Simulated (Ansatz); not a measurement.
# PmP: the cost of one run

Computed with Ansatz 0.2.0 (DFT PBE+U (U_eff = 6 eV on Pm 4f), scalar-relativistic, plane waves, PAW, unless a step's input says otherwise).

2 further runs of the same task are left out: 1 for a known fault of the program, 1 set aside as unsound or not needed.

## (1) The structure to begin with

It takes space group Fm-3m (No. 225, cubic). The conventional cell has a = 5.860 Å, b = 5.860 Å, c = 5.860 Å, α = 90.00°, β = 90.00°, γ = 90.00°. Pm (site symmetry m-3m) is surrounded by 6 P at 2.93 Å. Around P (site symmetry m-3m) lie 6 Pm at 2.93 Å.

As a file:

```xyz
2
Lattice="0.0000 2.9300 2.9300 2.9300 0.0000 2.9300 2.9300 2.9300 0.0000" Properties=species:S:1:pos:R:3 pbc="T T T"
Pm    2.9300    2.9300    2.9300
P     0.0000    0.0000    0.0000
```

Starting moments: Pm 4.00 μB.

## (2) Seeding the open shells on a coarse mesh

The input, input.yaml:

```yaml
crystal:
  lattice:
    - [0.0, 2.93, 2.93]
    - [2.93, 0.0, 2.93]
    - [2.93, 2.93, 0.0]
  atoms:
    - { symbol: Pm, position: [0.5, 0.5, 0.5], spin: 4.0 }
    - { symbol: P, position: [0.0, 0.0, 0.0] }
basis:
  ecutwfc: 600
  ecutrho_ratio: 5
kpoints:
  mp_grid: { grid: [4, 4, 4] }
hamiltonian:
  xc: pbe
  hubbard: { sites: [{ species: Pm, l: f, u_eff: 6.0 }] }
scf:
  occupations: { method: gaussian, width: 0.05 }
output:
  forces: true
  stress: true
  eigenvalues: true
  populations: true
  hubbard: { sites: [{ species: Pm, l: f }] }
magnetization:
  spin_polarized: true
```

Run with:

```
> ansatz run input.yaml --threads 2 --pin off --max-ram 2662MiB --backend cpu --events-out ev --progress --plain --runs-dir out
```

**Question.** How long does this run take on 2 threads of Arm Neoverse V2, shared host, and how much memory does it need?

About 8.4 s, with a peak of 0.46 GiB.
